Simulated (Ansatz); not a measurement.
# C2H7GeN: one species, many methods

One table from this session's results is given with a row withheld; the runs are named, their logs left out.

The runs use Ansatz 0.2.0, Gaussian basis; functionals in def2-TZVPP, the program's frozen cores in correlated methods.

The runs, in order: PBE-D4, r2SCAN-D4, PBE0-D4, B3LYP-D4, ωB97X-V, ωB97M-V, B2PLYP; CCSD(T)/def2-TZVPP; MP2/def2-QZVPP; extrapolation to the limit.

## The geometry

All runs share one geometry, relaxed beforehand with PBE0-D4 in a triple-zeta def2 set.

SMILES `C=N[CH2][GeH3]`, 11 atoms, charge 0, spin multiplicity 1.

Atoms are counted from 1 here; the program's logs count them from 0.

Bond lengths: C1–N2 1.260 Å, C1–H5 1.089 Å, C1–H6 1.099 Å, N2–C3 1.432 Å, C3–Ge4 1.975 Å, C3–H7 1.093 Å, C3–H8 1.101 Å, Ge4–H9 1.538 Å, Ge4–H10 1.535 Å, Ge4–H11 1.540 Å. Angles: N2–C1–H5 119.3°, N2–C1–H6 123.2°, H5–C1–H6 117.5°, C1–N2–C3 118.6°, N2–C3–Ge4 109.2°, N2–C3–H7 109.3°, N2–C3–H8 113.9°, Ge4–C3–H7 106.5°, Ge4–C3–H8 109.1°, H7–C3–H8 108.7°, C3–Ge4–H9 108.8°, C3–Ge4–H10 110.1°, C3–Ge4–H11 109.1°, H9–Ge4–H10 109.7°, H9–Ge4–H11 109.4°, H10–Ge4–H11 109.7°.

Set-up of the first run:

File in.yaml:

```yaml
crystal:
  periodic: [false, false, false]
  atoms:
    - {symbol: C, position_ang: [-0.891332, 1.780100, 0.371746]}
    - {symbol: N, position_ang: [-1.091834, 0.540665, 0.269952]}
    - {symbol: C, position_ang: [-0.063099, -0.358197, 0.699490]}
    - {symbol: Ge, position_ang: [0.718647, -1.250788, -0.879699]}
    - {symbol: H, position_ang: [-1.656292, 2.473418, 0.026029]}
    - {symbol: H, position_ang: [0.026574, 2.208227, 0.798958]}
    - {symbol: H, position_ang: [-0.505250, -1.146760, 1.314003]}
    - {symbol: H, position_ang: [0.741256, 0.127325, 1.272935]}
    - {symbol: H, position_ang: [1.358198, -0.185577, -1.785923]}
    - {symbol: H, position_ang: [-0.371857, -2.003326, -1.654377]}
    - {symbol: H, position_ang: [1.800388, -2.241988, -0.412616]}
basis:
  gaussian: {orbitals: def2-TZVPP}
hamiltonian: {xc: pbe, dispersion: d4}
output: {forces: true, orbitals: {seedname: orbitals}}
```

On the command line:

```
ansatz run in.yaml --threads 4 --pin off --events-out ev --progress --plain --max-ram 10444MiB
```

Steps of the session up to this table: PBE-D4 (GGA); r2SCAN-D4 (meta-GGA); PBE0-D4 (hybrid); B3LYP-D4 (hybrid); ωB97X-V (range-separated); ωB97M-V (range-separated); B2PLYP (double hybrid); CCSD(T) in def2-TZVPP; MP2 in def2-QZVPP.

One of the session's tables, all rows but one given; the rest of the session is left out.

| method | atomisation energy (kJ/mol) |
| --- | --- |
| PBE-D4 | 3874.2 |
| r2SCAN-D4 | 3801.0 |
| PBE0-D4 | 3805.3 |
| B3LYP-D4 | 3812.2 |
| ωB97X-V | 3820.1 |
| ωB97M-V | ? |
| B2PLYP | 3766.9 |
| HF/def2-TZVPP | 2702.3 |
| MP2/def2-TZVPP | 3737.6 |
| CCSD/def2-TZVPP | 3661.7 |
| CCSD(T)/def2-TZVPP | 3719.4 |
| MP2/CBS | 3825.1 |
| CCSD(T)/CBS | 3806.8 |

Q: Estimate the row for ωB97M-V from the others.

**Answer.** atomisation energy (kJ/mol): 3803.1. In the column «atomisation energy (kJ/mol)» it lies between r2SCAN-D4 (3801.0) and PBE0-D4 (3805.3).
